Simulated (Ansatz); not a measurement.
What does this script print? It uses Ansatz 0.2.0 through its Python package.

The script, `pt_ecut.py`:
```python
'''Convergence of Pt with the plane-wave cutoff.'''

import warnings

import ansatz as az
import pandas as pd

warnings.simplefilter('ignore', az.DeckWarning)

xtal = (
    az.Lattice.bcc(3.16844)
    .space_group(229)
    .atom('Pt', (0.0, 0.0, 0.0))
    .primitive()
)

calculation = (
    xtal.calculation()
    .functional(az.Functional.PBESOL)
    .kpoints(density=4.5)
    .occupations('fermi_dirac')
)

rows = []
for value in [250, 300, 350, 400]:
    report = calculation.basis(value).run().report
    rows.append((value, report['free_energy_ev'] / len(report['lattice']['sites']), report['n_iterations'], report['n_pw']))

table = pd.DataFrame(rows, columns=['cutoff (eV)', 'F/atom (eV)', 'iterations', 'plane waves'])
print(table.round(5).to_string(index=False))

# differences from the last row
for row in rows[:-1]:
    shift = 1000 * (row[1] - rows[-1][1])
    print(f'{row[0]}: {shift:+.2f} meV/atom' + ('  (within 5 meV)' if abs(shift) < 5 else ''))
```

Output of `python pt_ecut.py`:
```text
 cutoff (eV)  F/atom (eV)  iterations  plane waves
         250 -12382.20441           7          141
         300 -12383.55035           6          201
         350 -12383.68746           6          225
         400 -12383.69382           6          321
250: +1489.41 meV/atom
300: +143.47 meV/atom
350: +6.36 meV/atom
```

Notes:
- Spin is left out of this run.
- The mesh is modest for a metal, so energies can be off by several to tens of meV an atom and pressures by half a GPa or more; differences at equal mesh fare better.
- Spin-orbit coupling, which matters for elements this heavy, is left out.
- This isn't the structure that Pt takes at ambient conditions.
- Shifts are counted from the last row, which is itself no proven limit.
- The script silences the warnings on its input, which a real study should read.
- The whole script took 5.8 s on 1 thread of Intel(R) Xeon(R) Processor @ 2.30GHz, with other jobs on the host, peak memory 0.5 GiB.
